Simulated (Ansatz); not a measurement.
**C₃BN₃O₃: small, medium and large basis sets**

The task here is to estimate one member of a computed series from the others.

Computed with Ansatz 0.2.0, Gaussian basis. Level: one geometry, several basis sets.

The runs, in order: PBE0-D4/def2-SVP; ωB97M-V/def2-SVP; PBE0-D4/def2-QZVPP; ωB97M-V/def2-QZVPP; the functionals' def2-TZVPP values are taken from earlier runs.

## Structure used throughout

The geometry comes from an earlier relaxation with PBE0-D4 in a triple-zeta def2 set; it is a stationary point, not always the lowest conformer.

SMILES `O=C=NB(N=C=O)N=C=O`, 10 atoms, charge 0, spin multiplicity 1.

Atoms are counted from 1 here; the program's logs count them from 0.

Bond lengths: O1–C2 1.158 Å, C2–N3 1.203 Å, N3–B4 1.424 Å, B4–N5 1.424 Å, B4–N8 1.424 Å, N5–C6 1.203 Å, C6–O7 1.158 Å, N8–C9 1.203 Å, C9–O10 1.158 Å. Angles: O1–C2–N3 175.2°, C2–N3–B4 143.0°, N3–B4–N5 120.0°, N3–B4–N8 120.0°, N5–B4–N8 120.0°, B4–N5–C6 142.9°, N5–C6–O7 175.2°, B4–N8–C9 142.9°, N8–C9–O10 175.2°.

Set-up of the first run:

Contents of in.yaml:

```yaml
crystal:
  periodic: [false, false, false]
  atoms:
    - {symbol: O, position_ang: [-0.338379, -0.128367, -3.603428]}
    - {symbol: C, position_ang: [-0.259611, -0.297641, -2.460595]}
    - {symbol: N, position_ang: [-0.193716, -0.570692, -1.290570]}
    - {symbol: B, position_ang: [0.008134, -0.004393, 0.000389]}
    - {symbol: N, position_ang: [0.227681, 1.396054, 0.137273]}
    - {symbol: C, position_ang: [0.430303, 2.261277, 0.948687]}
    - {symbol: O, position_ang: [0.627881, 3.156376, 1.656236]}
    - {symbol: N, position_ang: [-0.010175, -0.838466, 1.154623]}
    - {symbol: C, position_ang: [-0.145687, -1.979297, 1.512674]}
    - {symbol: O, position_ang: [-0.263231, -3.046053, 1.947509]}
basis:
  gaussian: {orbitals: def2-SVP}
hamiltonian: {xc: pbe0, dispersion: d4}
output: {orbitals: {seedname: orbitals}}
```

Launch:

```console
ansatz run in.yaml --threads 2 --pin off --events-out ev --progress --plain --max-ram 20480MiB --backend cpu
```

Steps of the session up to this table: PBE0-D4 in def2-SVP; ωB97M-V in def2-SVP; PBE0-D4 in def2-QZVPP; ωB97M-V in def2-QZVPP.

One table of the session follows, with a row left open; its other results are not shown here.

It belongs to the step «Functionals by basis». 

| functional | basis | HOMO (eV) | LUMO (eV) |
| --- | --- | --- | --- |
| PBE0-D4 | def2-SVP | -9.02 | -1.80 |
| PBE0-D4 | def2-TZVPP | ? | ? |
| PBE0-D4 | def2-QZVPP | -9.19 | -1.96 |
| ωB97M-V | def2-SVP | -11.22 | 0.32 |
| ωB97M-V | def2-TZVPP | -11.41 | 0.17 |
| ωB97M-V | def2-QZVPP | -11.44 | 0.13 |

Estimate the missing values for PBE0-D4, def2-TZVPP.

The run gave: HOMO (eV): -9.16; LUMO (eV): -1.92. In the column «HOMO (eV)» it lies between PBE0-D4, def2-QZVPP (-9.19) and PBE0-D4, def2-SVP (-9.02).
